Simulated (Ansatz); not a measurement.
Crystal: InSb3.

```
Sb In
1.0
     0.00000    3.79455    3.79455
     3.79455    0.00000    3.79455
     3.79455    3.79455    0.00000
Sb In
3 1
Cartesian
  3.7946 3.7946 3.7946
  5.6918 5.6918 5.6918
  1.8973 1.8973 1.8973
  0.0000 0.0000 0.0000
```

The cell comes from a database or a generator and needn't be the stable form of this composition.

Base run:

| Item | Value |
| --- | --- |
| Program | Ansatz 0.2.0 |
| Functional | r2SCAN |
| Potentials or basis | Ansatz PAW |
| Cutoff | 500 eV (not typed: the program's choice for these potentials) |
| k mesh | 6 × 6 × 6 |
| Occupations | fermi-dirac, width 0.05 eV |
| Spin | no spin polarisation |

Its results: band gap on the k mesh none (metal or under the smearing width); pressure -1.1 GPa.

Problem. The run is repeated on the same cell with these changes: functional from r2SCAN to LDA; cutoff from 500 eV (not typed: the program's choice for these potentials) to 420 eV (not typed: the program's choice for these potentials). What comes out?

Solution. Band gap on the k mesh none (metal or under the smearing width); pressure -4.2 GPa.

Caveats: spin-orbit coupling is left out, which moves the levels of the heavy elements; the PAW data sets come from PBE, with cores solved anew for the run's functional, which leaves a small shift of forces and pressure.
